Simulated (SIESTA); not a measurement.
# LiO8 under changes of volume

One of the cells (12.462 Å³/atom); the others are scaled copies at fixed shape and fractional positions:

```
O Li
1.0
     4.46737   -3.30041    0.00000
     4.46737    3.30041    0.00000
    -1.60935    0.00000    3.80351
O Li
8 1
Direct
  0.81522 0.81522 0.16879
  0.18478 0.18478 0.83121
  0.75679 0.75679 0.84666
  0.24321 0.24321 0.15334
  0.32965 0.72750 0.16595
  0.27250 0.67035 0.83405
  0.67035 0.27250 0.83405
  0.72750 0.32965 0.16595
  0.50000 0.50000 0.50000
```

The cell comes from a database or a generator and needn't be the stable form of this composition.

| Quantity | Value |
| --- | --- |
| Program | SIESTA 5.4.2 |
| Functional | LDA |
| Potentials or basis | PseudoDojo 0.4 standard (LDA files) |
| Basis | DZP (energy shift 0.003 Ry; two zetas on semicore shells) |
| Grid cutoff | 800 Ry |
| Energy shift | 0.003 Ry |
| k mesh | 4 × 4 × 5 |
| Occupations | fermi-dirac, width 0.05 eV |
| Spin | no spin polarisation |

```csv
volume (Å³/atom),energy over the lowest point (meV/atom),pressure (GPa),largest force (eV/Å)
11.714,0.00,-3.2,2.524
11.964,6.46,-5.0,1.835
12.213,15.56,-6.6,1.194
12.462,?,?,?
12.711,40.58,-9.3,1.091
12.961,56.03,-10.4,1.508
13.210,73.14,-11.4,1.901
```

Task: What does the run at 12.462 Å³/atom give?

Result: Energy over the lowest point 27.01 meV/atom; pressure -8.0 GPa; largest force 0.657 eV/Å.

Worked out: A Birch-Murnaghan fit of order 3 (a polynomial in V^(-2/3)) to the other rows has no minimum within the range. It gives 27.01 meV/atom at 12.462 Å³/atom, against the run's 27.01, and -dE/dV = -8.1 GPa, against -8.0.

Energies are extrapolated to zero smearing.

Caveats: the basis of atomic orbitals isn't converged, which shifts pressures, moduli and gaps; an odd number of electrons without spin polarisation forces a metal; a magnetic or distorted state may lie lower.
